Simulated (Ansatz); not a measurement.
# [TaOF4]-: the relaxed shape and its frontier levels

What does [TaOF4]- look like as a singlet, and where do its frontier electrons sit?

The runs use Ansatz 0.2.0, Gaussian basis; RKS PBE0-D4/def2-TZVPD.

The runs, in order: relaxation at r2SCAN-D4/def2-SVPD; a search for the lowest solution at PBE0-D4/def2-SVP; a single point at PBE0-D4/def2-TZVPD.

### Step 1. The system as given

6 atoms, charge -1, spin multiplicity 1.

Atoms are counted from 1 here; the program's logs count them from 0.

Bond lengths: Ta1–O2 1.717 Å, Ta1–F3 1.910 Å, Ta1–F4 1.909 Å, Ta1–F5 1.910 Å, Ta1–F6 1.910 Å. Angles: O2–Ta1–F3 107.7°, O2–Ta1–F4 107.7°, O2–Ta1–F5 107.7°, O2–Ta1–F6 107.7°, F3–Ta1–F4 84.8°, F3–Ta1–F5 144.6°, F3–Ta1–F6 84.6°, F4–Ta1–F5 84.7°, F4–Ta1–F6 144.6°, F5–Ta1–F6 84.6°.

Coordinates:

```xyz
6
charge -1, multiplicity 1
Ta    0.0007    0.0007    0.1008
O     0.0029   -0.0067    1.8181
F     1.8189    0.0114   -0.4829
F    -0.0131    1.8219   -0.4727
F    -1.8194   -0.0111   -0.4768
F     0.0100   -1.8162   -0.4866
```

Formally the metal is d0. Ta takes a core potential in the def2 sets. No spin-orbit coupling is included. The ion is computed in the gas phase, without counter-ions or solvent.

The start is a GFN2-xTB geometry.

### Step 2. Optimising with r2SCAN-D4/def2-SVPD

File in.yaml:

```yaml
crystal:
  periodic: [false, false, false]
  atoms:
    - {symbol: Ta, position_ang: [0.000700, 0.000720, 0.100840]}
    - {symbol: O, position_ang: [0.002910, -0.006720, 1.818110]}
    - {symbol: F, position_ang: [1.818880, 0.011390, -0.482930]}
    - {symbol: F, position_ang: [-0.013070, 1.821900, -0.472690]}
    - {symbol: F, position_ang: [-1.819410, -0.011100, -0.476750]}
    - {symbol: F, position_ang: [0.009990, -1.816190, -0.486590]}
basis:
  gaussian: {orbitals: def2-SVPD}
total_charge: -1
hamiltonian: {xc: r2scan, dispersion: d4}
scf: {lower_state_search: "off"}
output: {orbitals: {seedname: orbitals}}
relax: {f_tol: 0.02, max_steps: 100}
```

Launch:

```sh
ansatz run in.yaml --threads 4 --pin off --events-out ev --progress --plain --max-ram 3916MiB
```

Further steps of the session: Searching for the lowest solution, PBE0-D4/def2-SVP; Single point, PBE0-D4/def2-TZVPD.

**Question.** What will the summary of the whole plan be? Wanted: point group; near neighbours of the metal; HOMO, LUMO at PBE0-D4/def2-TZVPD; charge on the metal.

The runs gave:

| quantity | value |
| --- | --- |
| point group | C4v |
| near neighbours of the metal | O 1.75, F 1.95, F 1.95, F 1.95, F 1.95 Å |
| HOMO, LUMO at PBE0-D4/def2-TZVPD | -4.60, 3.57 eV |
| charge on the metal (Mulliken, PBE0-D4/def2-TZVPD) | +2.05 e |

In words: The molecule keeps its bonding pattern by the stored test; the atoms moved 0.05 Å (rms). The metal has 5 near neighbours by the distance rule, from 1.75 to 1.95 Å. The Mulliken charge of the metal, +2.05 e, depends on the basis and isn't its oxidation state. No usable vibrations, so a minimum isn't proven. The HOMO lies nearest to O2 77 %; Ta1 7 % and the LUMO to Ta1 69 %; 4 F atoms about 7 % each. Whether this spin is the lowest isn't tested here.
